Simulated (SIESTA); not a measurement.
NiMoIrPdW:

```xyz
5
Lattice="2.7661 0.0000 0.0000 -1.3830 2.3955 0.0000 0.0000 0.0000 11.0228" Properties=species:S:1:pos:R:3 pbc="T T T"
Ni    0.0000    1.5970    6.5818
Mo    0.0000    0.0000    4.5275
Pd    1.3831    0.7985    8.7653
Ir    1.3831    0.7985    2.2003
W     0.0000    1.5970   10.9935
```

The cell was built by a generator and needn't be a form met in nature.

| Quantity | Value |
| --- | --- |
| Program | SIESTA 5.4.2 |
| Task | single point |
| Functional | PBE |
| Potentials or basis | PseudoDojo 0.4 standard (PBE files) |
| Basis | DZP (energy shift 0.003 Ry; two zetas on semicore shells) |
| Grid cutoff | 800 Ry |
| Energy shift | 0.003 Ry |
| k mesh | 11 × 11 × 3 |
| Occupations | fermi-dirac, width 0.05 eV |
| Spin | collinear spin, ferromagnetic start |
| Starting moments | [1.0, 1.0, 0.0, 0.6, 0.0] μB |

On this cell: pressure 2.2 GPa; largest force 0.345 eV/Å; net moment 0.00 μB per cell; band gap on the k mesh none (metal or under the smearing width).

The same run follows on a disturbed copy (atoms moved at random, drawn with an rms of 0.05 Å):

```
Ni Mo Pd Ir W
1.0
     2.76609    0.00000    0.00000
    -1.38305    2.39551    0.00000
     0.00000    0.00000   11.02278
Ni Mo Pd Ir W
1 1 1 1 1
Direct
  0.32186 0.65951 0.59668
  0.01908 0.00323 0.40860
  0.67178 0.33900 0.79719
  0.67317 0.34663 0.19787
  0.33130 0.65876 0.99719
```

Task: What changes?

Result: The energy (extrapolated to zero smearing) moves by +5.7 meV/atom; pressure 3.0 GPa; largest force 0.652 eV/Å; net moment 0.00 μB per cell; band gap on the k mesh none (metal or under the smearing width).

Forces in eV/Å, atoms in the order of the input:
```
Ni   0.075  0.049  0.050
Mo  -0.157  0.003  0.118
Pd  -0.008 -0.099 -0.644
Ir   0.082 -0.199  0.332
W    0.010  0.246  0.146
```

Stress tensor (GPa, compression positive):
```
 3.30 -0.21 -0.12
-0.21  2.82 -0.28
-0.12 -0.28  2.89
```

Caveats: short orbitals over semicore shells can move pressures by several GPa; the valence orbitals were made in a potential fitted to the semicore shell under them, which widens gaps by tenths of an eV or more; the basis of atomic orbitals isn't converged, which shifts pressures, moduli and gaps.
